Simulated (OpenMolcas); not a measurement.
# Ru⁵⁺ among point charges: CASSCF and CASPT2 levels and susceptibility, part 2 of 2

Aim: the splitting of the states of Ru⁵⁺ in the field of 4 point charges, its lowest levels with spin-orbit coupling and its magnetic susceptibility.

OpenMolcas 26.06; ANO-RCC-VTZP, DKH2, active space 3 electrons in 5 orbitals (4d), orbitals: per spin and parity. Surroundings: 4 point charges of -2.5 e arranged as a tetrahedron (Td), 2.48 Å from the ion. Earlier steps stand in the parts before.

## 5. RASSI: spin-orbit coupling between the states

Contents of a.inp:

```
&RASSI
NrOfJobIphs=2 10 40
1 2 3 4 5 6 7 8 9 10
1 2 3 4 5 6 7 8 9 10 11 12 13 14 15 16 17 18 19 20 21 22 23 24 25 26 27
28 29 30 31 32 33 34 35 36 37 38 39 40
IphNames
JOB001
JOB002
EJob
SpinOrbit
DIPRint=1.0
SOCoupling=1000.0
Subsets=2
Property=9
'ANGMOM' 1 'ANGMOM' 2 'ANGMOM' 3 'MLTPL  1' 1 'MLTPL  1' 2 'MLTPL  1' 3
'AMFI' 1 'AMFI' 2 'AMFI' 3
SOProperty=3
'ANGMOM' 1 'ANGMOM' 2 'ANGMOM' 3
```

Log:

```text
SPIN-FREE ENERGIES:
  (Shifted by EMIN (a.u.) =      -4532.4228477696)

 SF State       Relative EMIN(au)   Rel lowest level(eV)    D:o, cm**(-1)      L_eff

     1             0.0000000000        0.0000000000              0.0000         3.0
     2             0.0000000000        0.0000000000              0.0000         3.0
     3             0.0000000000        0.0000000000              0.0000         3.0
     4             0.0040946064        0.1114199175            898.6622         3.0
     5             0.0040946064        0.1114199175            898.6622         3.0
     6             0.0040946064        0.1114199175            898.6622         3.0
     7             0.0091583608        0.2492116935           2010.0279         3.0
     8             0.0712419754        1.9385929109          15635.8063         1.0
     9             0.0712419754        1.9385929109          15635.8063         1.0
    10             0.0712419754        1.9385929109          15635.8063         1.0
    11             0.0752681267        2.0481500688          16519.4444         4.0
    12             0.0752681267        2.0481500688          16519.4444         4.0
    13             0.0757359348        2.0608797756          16622.1164         4.0
    14             0.0757359348        2.0608797756          16622.1164         4.0
    15             0.0757359348        2.0608797756          16622.1164         4.0
    16             0.0767699214        2.0890159825          16849.0502         4.0
    17             0.0767699214        2.0890159825          16849.0502         4.0
    18             0.0767699214        2.0890159825          16849.0502         4.0
    19             0.0780424160        2.1236423246          17128.3305         4.0
    20             0.0974557089        2.6519049357          21389.0558         3.0
    21             0.0974557089        2.6519049357          21389.0558         3.0
    22             0.0974557089        2.6519049357          21389.0558         3.0
    23             0.0986060170        2.6832064155          21641.5192         5.0
    24             0.0986060170        2.6832064155          21641.5192         5.0
    25             0.0986060170        2.6832064155          21641.5192         5.0
    26             0.0995038536        2.7076377931          21838.5716         4.9
    27             0.0995038536        2.7076377931          21838.5716         4.9
    28             0.0996270410        2.7109898940          21865.6081         4.9
    29             0.0996270410        2.7109898940          21865.6081         4.9
    30             0.0996270410        2.7109898940          21865.6081         4.9
    31             0.1031753336        2.8075438527          22644.3683         4.0
    32             0.1031753336        2.8075438527          22644.3683         4.0
    33             0.1031753336        2.8075438527          22644.3683         4.0
    34             0.1092072608        2.9716809552          23968.2233         2.1
    35             0.1092072608        2.9716809552          23968.2233         2.1
    36             0.1100185145        2.9937562933          24146.2729         2.3
    37             0.1100185145        2.9937562933          24146.2729         2.3
    38             0.1100185145        2.9937562933          24146.2729         2.3
    39             0.1667918374        4.5386371112          36606.5770         3.0
    40             0.1667918374        4.5386371112          36606.5770         3.0
Eigenvalues of complex Hamiltonian:
   -----------------------------------
  (Shifted by EMIN (a.u.) =      -4532.4228477696)

 SO State       Relative EMIN(au)   Rel lowest level(eV)    D:o, cm**(-1)     J-value

     1            -0.0123070028        0.0000000000              0.0000         1.5
     2            -0.0123070028        0.0000000000              0.0000         0.9
     3            -0.0123070028        0.0000000000              0.0000         1.5
     4            -0.0123070028        0.0000000000              0.0000         1.0
     5            -0.0071991181        0.1389926223           1121.0511         2.0
     6            -0.0071991181        0.1389926223           1121.0511         2.0
     7            -0.0046675738        0.2078794531           1676.6609         1.6
     8            -0.0046675738        0.2078794531           1676.6609         2.4
     9            -0.0046675738        0.2078794531           1676.6609         2.4
    10            -0.0046675738        0.2078794531           1676.6609         1.6
    11             0.0024345125        0.4011370665           3235.3886         2.9
    12             0.0024345125        0.4011370665           3235.3886         2.7
    13             0.0024345125        0.4011370665           3235.3886         2.6
    14             0.0024345125        0.4011370665           3235.3886         2.9
    15             0.0025314885        0.4037759169           3256.6724         2.7
    16             0.0025314885        0.4037759169           3256.6724         2.7
    17             0.0025686243        0.4047864345           3264.8228         2.8
    18             0.0025686243        0.4047864345           3264.8228         2.8
    19             0.0092763015        0.5873116287           4736.9877         3.6
    20             0.0092763015        0.5873116287           4736.9877         3.6
    21             0.0105467310        0.6218817769           5015.8148         3.1
    22             0.0105467310        0.6218817769           5015.8148         3.7
    23             0.0105467310        0.6218817769           5015.8148         4.1
    24             0.0105467310        0.6218817769           5015.8148         3.3
    25             0.0142903694        0.7237513671           5837.4485         3.1
    26             0.0142903694        0.7237513671           5837.4485         3.9
    27             0.0142903694        0.7237513671           5837.4485         3.9
    28             0.0142903694        0.7237513671           5837.4485         3.2
    29             0.0635982235        2.0654864295          16659.2715         0.9
    30             0.0635982235        2.0654864295          16659.2715         1.3
    31             0.0635982235        2.0654864295          16659.2715         1.1
    32             0.0635982235        2.0654864295          16659.2715         1.4
    33             0.0637782704        2.0703857546          16698.7873         0.4
    34             0.0637782704        2.0703857546          16698.7873         0.4
    35             0.0707007644        2.2587564130          18218.0991         3.2
    36             0.0707007644        2.2587564130          18218.0991         3.2
    37             0.0707007644        2.2587564130          18218.0991         2.6
    38             0.0707007644        2.2587564130          18218.0991         2.6
    39             0.0708807400        2.2636537992          18257.5992         2.8
    40             0.0708807400        2.2636537992          18257.5992         2.8
    41             0.0723121534        2.3026045416          18571.7581         2.9
Weights of the five most important spin-orbit-free states for each spin-orbit state.

 SO State  Total energy (au)           Spin-free states, spin, and weights
 -------------------------------------------------------------------------------------------------------
    1        -0.012307       3 1.5  0.3036    2 1.5  0.2412    4 1.5  0.1250    5 1.5  0.1026    1 1.5  0.0879
    2        -0.012307       1 1.5  0.3032    2 1.5  0.2010    3 1.5  0.1285    5 1.5  0.1124    6 1.5  0.1029
    3        -0.012307       3 1.5  0.2913    2 1.5  0.2350    6 1.5  0.1198    4 1.5  0.1117    1 1.5  0.1063
    4        -0.012307       1 1.5  0.3461    2 1.5  0.1663    5 1.5  0.1211    3 1.5  0.1202    6 1.5  0.1096
    5        -0.007199       2 1.5  0.2722    1 1.5  0.2722    3 1.5  0.2722    6 1.5  0.0592    4 1.5  0.0592
    6        -0.007199       1 1.5  0.2722    2 1.5  0.2722    3 1.5  0.2722    6 1.5  0.0592    4 1.5  0.0592
    7        -0.004668       4 1.5  0.2197    3 1.5  0.1704    6 1.5  0.1395    5 1.5  0.1388    7 1.5  0.1221
    8        -0.004668       5 1.5  0.1969    6 1.5  0.1887    2 1.5  0.1434    1 1.5  0.1364    7 1.5  0.1221
    9        -0.004668       5 1.5  0.2041    6 1.5  0.2029    1 1.5  0.1520    2 1.5  0.1435    7 1.5  0.1221
   10        -0.004668       4 1.5  0.2410    3 1.5  0.1559    6 1.5  0.1328    5 1.5  0.1241    2 1.5  0.1223
   11         0.002435       3 1.5  0.2478    7 1.5  0.2396    2 1.5  0.2058    1 1.5  0.1227    5 1.5  0.0944
   12         0.002435       1 1.5  0.2579    7 1.5  0.2396    2 1.5  0.1816    3 1.5  0.1368    6 1.5  0.1068
```

These steps: 13 s of run time, 1 thread, shared host.

States without spin-orbit coupling:

```
state  degeneracy  E (cm-1)  free-ion L (%)
  4T1           3         0         F (100)
  4T2           3       899         F (100)
  4A2           1      2010         F (100)
  4T1           3     15636         P (100)
   2E           2     16519          G (93)
  2T2           3     16622          G (99)
  2T1           3     16849          G (97)
  2A1           1     17128         G (100)
  2T1           3     21389          P (64)
  2T1           3     21642          H (98)
   2E           2     21839          H (94)
  2T2           3     21866          H (94)
  2T1           3     22644          H (64)
   2E           2     23968          D (97)
  2T2           3     24146          D (94)
  2T1           3     36607         F (100)
  2T2           3     36735         F (100)
  2A2           1     36971         F (100)
  2T2           3     57760         D (100)
   2E           2     57915         D (100)
```

With spin-orbit coupling:

```csv
E (cm-1),Degeneracy,Label,2S+1,g
0.0,4,Γ8,4,
1121,2,Γ7,4,2.00 2.00 2.00
1677,4,Γ8,4,
3235,4,Γ8,4,
3257,2,Γ7,4,3.99 3.99 3.99
3265,2,Γ6,4,2.03 2.03 2.03
4737,2,Γ6,4,4.01 4.01 4.01
5016,4,Γ8,4,
5837,4,Γ8,4,
16659,4,Γ8,4,
16699,2,Γ6,4,2.54 2.54 2.54
18218,4,Γ8,2,
18258,2,Γ7,2,2.63 2.63 2.63
18572,2,Γ6,2,1.78 1.78 1.78
18850,2,Γ7,4,2.63 2.63 2.63
18853,4,Γ8,4,
19290,4,Γ8,2,
19481,2,Γ6,2,3.62 3.62 3.62
19747,4,Γ8,2,
23432,4,Γ8,2,
23837,2,Γ6,2,1.10 1.10 1.10
24389,4,Γ8,2,
24867,4,Γ8,2,
24988,2,Γ6,2,3.65 3.65 3.65
```

Principal g values are given for doublets only; a zero marks a field direction without first-order Zeeman splitting.

Powder χT (cm³ K/mol): 0.08 at 2 K, 0.08 at 5 K, 0.08 at 10 K, 0.09 at 20 K, 0.10 at 50 K, 0.11 at 100 K, 0.13 at 150 K, 0.15 at 200 K, 0.17 at 250 K, 0.19 at 300 K.

A ligand-field fit to the states below 45000 cm-1 gives 10Dq = -1119 cm-1, B = 992 cm-1 and C = 4073 cm-1 (C/B = 4.11), with a deviation of 19 cm-1.

Orbitals of the lowest block (energies include the constant potential of the surroundings):

```
shell     space  energy (hartree)  mean occupation  ⟨r²⟩ (bohr²)
   1s  inactive         -817.3115            2.000       0.00147
   2s  inactive         -120.9231            2.000        0.0248
   2p  inactive         -108.1743            6.000        0.0196
   3s  inactive          -22.9717            2.000         0.183
   3p  inactive          -18.6585            6.000         0.186
   3d  inactive          -11.6972           10.000         0.175
   4s  inactive           -3.8135            2.000          1.13
   4p  inactive           -2.4495            6.000          1.34
   4d      RAS2                              3.000          2.03
```

## 6. CASPT2: IPEA 0.25, imaginary shift 0.1 (closed shells correlated: 4s 4p)

Contents of a.inp:

```
>>> COPY JOB001 $Project.JobIph
&CASPT2
Multistate=10 1 2 3 4 5 6 7 8 9 10
NoMult
Frozen=14
IPEA=0.25
Imaginary=0.1
MaxIter=60
WThr=0.0 0.3 0.05
PrWF=0.5
NoMix
>>> COPY JOB002 $Project.JobIph
&CASPT2
Multistate=40 1 2 3 4 5 6 7 8 9 10 11 12 13 14 15 16 17 18 19 20 21 22
23 24 25 26 27 28 29 30 31 32 33 34 35 36 37 38 39 40
NoMult
Frozen=14
IPEA=0.25
Imaginary=0.1
MaxIter=60
WThr=0.0 0.3 0.05
PrWF=0.5
NoMix
```

Log:

```text
Orbital specifications:
      -----------------------

      Symmetry species                           1
                                                 a
      Frozen orbitals                           14
      Inactive orbitals                          4
      Active orbitals                            5
      Secondary orbitals                        45
      Deleted orbitals                           0
      Number of basis functions                 68
Type of calculation                        SS-CASPT2
      Fock operator                              state-specific
      IPEA shift                                 0.25
      Real shift                                 0.00
      Imaginary shift                            0.10
      The input orbitals will be transformed to quasi-canonical
Reference energy:       -4532.4228477696
      E2 (Non-variational):      -0.2984301104
      Shift correction:          -0.0000855760
      E2 (Variational):          -0.2985156864
      Total energy:           -4532.7213634560
      Residual norm:              0.0000000421
      Reference weight:           0.95468
      Contributions to the CASPT2 correlation energy
      Active & Virtual Only:         -0.0183488240
      One Inactive Excited:          -0.1383863071
      Two Inactive Excited:          -0.1416949792
Reference energy:       -4532.4228477696
      E2 (Non-variational):      -0.2972377605
      Shift correction:          -0.0000839178
      E2 (Variational):          -0.2973216783
      Total energy:           -4532.7201694479
      Residual norm:              0.0000009483
      Reference weight:           0.95513
      Contributions to the CASPT2 correlation energy
      Active & Virtual Only:         -0.0180264364
      One Inactive Excited:          -0.1378148043
      Two Inactive Excited:          -0.1413965198
::    CASPT2 Root  1     Total energy:  -4532.72136346
::    CASPT2 Root  2     Total energy:  -4532.72016945
::    CASPT2 Root  3     Total energy:  -4532.72022818
::    CASPT2 Root  4     Total energy:  -4532.71714772
::    CASPT2 Root  5     Total energy:  -4532.71851605
::    CASPT2 Root  6     Total energy:  -4532.71860942
::    CASPT2 Root  7     Total energy:  -4532.71033060
::    CASPT2 Root  8     Total energy:  -4532.66355807
::    CASPT2 Root  9     Total energy:  -4532.66359337
::    CASPT2 Root 10     Total energy:  -4532.66334057
Orbital specifications:
      -----------------------

      Symmetry species                           1
                                                 a
      Frozen orbitals                           14
      Inactive orbitals                          4
      Active orbitals                            5
      Secondary orbitals                        45
      Deleted orbitals                           0
      Number of basis functions                 68
Type of calculation                        SS-CASPT2
      Fock operator                              state-specific
      IPEA shift                                 0.25
      Real shift                                 0.00
      Imaginary shift                            0.10
      The input orbitals will be transformed to quasi-canonical
Reference energy:       -4532.3475796428
      E2 (Non-variational):      -0.3086233886
      Shift correction:          -0.0000954465
      E2 (Variational):          -0.3087188351
      Total energy:           -4532.6562984780
      Residual norm:              0.0000008919
      Reference weight:           0.95214
      Contributions to the CASPT2 correlation energy
      Active & Virtual Only:         -0.0238776201
      One Inactive Excited:          -0.1416610626
      Two Inactive Excited:          -0.1430847059
Reference energy:       -4532.3475796428
      E2 (Non-variational):      -0.3085716026
      Shift correction:          -0.0000947984
      E2 (Variational):          -0.3086664010
      Total energy:           -4532.6562460438
      Residual norm:              0.0000008975
      Reference weight:           0.95218
      Contributions to the CASPT2 correlation energy
      Active & Virtual Only:         -0.0238602185
      One Inactive Excited:          -0.1416273127
      Two Inactive Excited:          -0.1430840714
::    CASPT2 Root  1     Total energy:  -4532.65629848
::    CASPT2 Root  2     Total energy:  -4532.65624604
::    CASPT2 Root  3     Total energy:  -4532.65690221
::    CASPT2 Root  4     Total energy:  -4532.65690173
::    CASPT2 Root  5     Total energy:  -4532.65695171
::    CASPT2 Root  6     Total energy:  -4532.65573502
::    CASPT2 Root  7     Total energy:  -4532.65582949
::    CASPT2 Root  8     Total energy:  -4532.65575353
::    CASPT2 Root  9     Total energy:  -4532.65504177
::    CASPT2 Root 10     Total energy:  -4532.63932197
::    CASPT2 Root 11     Total energy:  -4532.63941335
::    CASPT2 Root 12     Total energy:  -4532.63935598
::    CASPT2 Root 13     Total energy:  -4532.63458103
::    CASPT2 Root 14     Total energy:  -4532.63454860
::    CASPT2 Root 15     Total energy:  -4532.63464694
::    CASPT2 Root 16     Total energy:  -4532.63359846
::    CASPT2 Root 17     Total energy:  -4532.63371271
::    CASPT2 Root 18     Total energy:  -4532.63381284
::    CASPT2 Root 19     Total energy:  -4532.63380868
::    CASPT2 Root 20     Total energy:  -4532.63383734
::    CASPT2 Root 21     Total energy:  -4532.63067846
::    CASPT2 Root 22     Total energy:  -4532.63066090
::    CASPT2 Root 23     Total energy:  -4532.63063456
::    CASPT2 Root 24     Total energy:  -4532.63017931
::    CASPT2 Root 25     Total energy:  -4532.63004219
::    CASPT2 Root 26     Total energy:  -4532.62910869
::    CASPT2 Root 27     Total energy:  -4532.62912626
::    CASPT2 Root 28     Total energy:  -4532.62914092
::    CASPT2 Root 29     Total energy:  -4532.58078505
::    CASPT2 Root 30     Total energy:  -4532.58074296
```

This run: 13 s of run time, 1 thread, shared host.

SS-CASPT2: lowest energy less the reference's lowest, -0.2977 hartree; reference weights 0.947 to 0.955.

States without spin-orbit coupling:

```
state  degeneracy  E (cm-1)  free-ion L (%)
  4T1           3         0         F (100)
  4T2           3       548         F (100)
  4A2           1      2251         F (100)
  4T1           3     12530         P (100)
  2T2           3     13974          G (99)
   2E           2     14115          G (93)
  2T1           3     14225          G (97)
  2A1           1     14386         G (100)
  2T1           3     17826          P (64)
  2T1           3     18874          H (98)
  2T2           3     19043          H (94)
   2E           2     19079          H (94)
  2T1           3     19737          H (64)
   2E           2     19857          D (97)
  2T2           3     20074          D (94)
  2T1           3     30696         F (100)
  2T2           3     30871         F (100)
  2A2           1     31008         F (100)
  2T2           3     49597         D (100)
   2E           2     49773         D (100)
```

With spin-orbit coupling:

```
E (cm-1)  Degeneracy  Label  2S+1               g
       0           4     Γ8     4                
    1200           2     Γ7     4  1.96 1.96 1.96
    1660           4     Γ8     4                
    3130           2     Γ7     4  3.94 3.94 3.94
    3180           2     Γ6     4  2.50 2.50 2.50
    3370           4     Γ8     4                
    4730           2     Γ6     4  4.48 4.48 4.48
    4910           4     Γ8     4                
    5970           4     Γ8     4                
   13670           4     Γ8     4                
   13750           2     Γ6     4  2.54 2.54 2.54
   15780           2     Γ7     2  2.16 2.16 2.16
   15860           4     Γ8     2                
   15900           2     Γ7     4  2.16 2.16 2.16
   15910           4     Γ8     4                
   16100           2     Γ6     2  1.87 1.87 1.87
   16880           2     Γ6     2  3.67 3.67 3.67
   16900           4     Γ8     2                
   17330           4     Γ8     2                
   19950           4     Γ8     2                
   20580           2     Γ6     2  1.23 1.23 1.23
   21830           4     Γ8     2                
   22090           4     Γ8     2                
   22390           2     Γ6     2  3.59 3.59 3.59
```

Powder χT (cm³ K/mol): 0.08 at 2 K, 0.08 at 5 K, 0.08 at 10 K, 0.09 at 20 K, 0.10 at 50 K, 0.11 at 100 K, 0.13 at 150 K, 0.14 at 200 K, 0.16 at 250 K, 0.18 at 300 K.

A ligand-field fit to the states below 45000 cm-1 gives 10Dq = -1205 cm-1, B = 818 cm-1 and C = 3545 cm-1 (C/B = 4.34), with a deviation of 339 cm-1.

## 7. The methods side by side

A. CASSCF
B. SS-CASPT2, IPEA 0.25, imaginary shift 0.1 (closed shells correlated: 4s 4p)

```
method  ground state  first state of that spin (cm-1)  first gap with spin-orbit (cm-1)  χT at 300 K
     A           4T1                        4T2 898.7                            1121.1         0.19
     B           4T1                        4T2 547.8                            1195.4         0.18
```

## 8. Results

This closing draws on all 2 parts.

| quantity | value |
| --- | --- |
| method | SS-CASPT2, IPEA 0.25, imaginary shift 0.1 (closed shells correlated: 4s 4p) |
| spin-free ground state | 4T1, 3-fold in its orbital part |
| first state of the same spin within the active space | 4T2 at 548 cm⁻¹ |
| lowest level | 4-fold Γ8 |
| next level | 1195.4 cm⁻¹ |
| χT at 300 K | 0.18 cm³ K/mol |
| effective moment at 300 K | 1.19 μB |

Cost by method:

```
                                              method  time of its own steps  time with the reference
                                           A. CASSCF                   13 s                     13 s
B. SS-CASPT2, IPEA 0.25, imaginary shift 0.1, +4s 4p                   13 s                     25 s
```

Times are of one thread on a shared host.

The spin-free ground state (4T1) comes to 100 % from free-ion F terms and keeps the highest spin of the shell. χT at 300 K is 0.18, against 1.88 cm³ K/mol for the spin alone, so spin-orbit coupling lowers it. A ligand-field fit to the states below 45000 cm-1 gives 10Dq = -1205 cm-1, B = 818 cm-1 and C = 3545 cm-1 (C/B = 4.34), with a deviation of 339 cm-1. CASPT2 does not keep the components of a term degenerate, and the means are used. The field of point charges can differ much from that of real complexes. Point charges carry no covalency, so the field is a model and not that of real ligands.
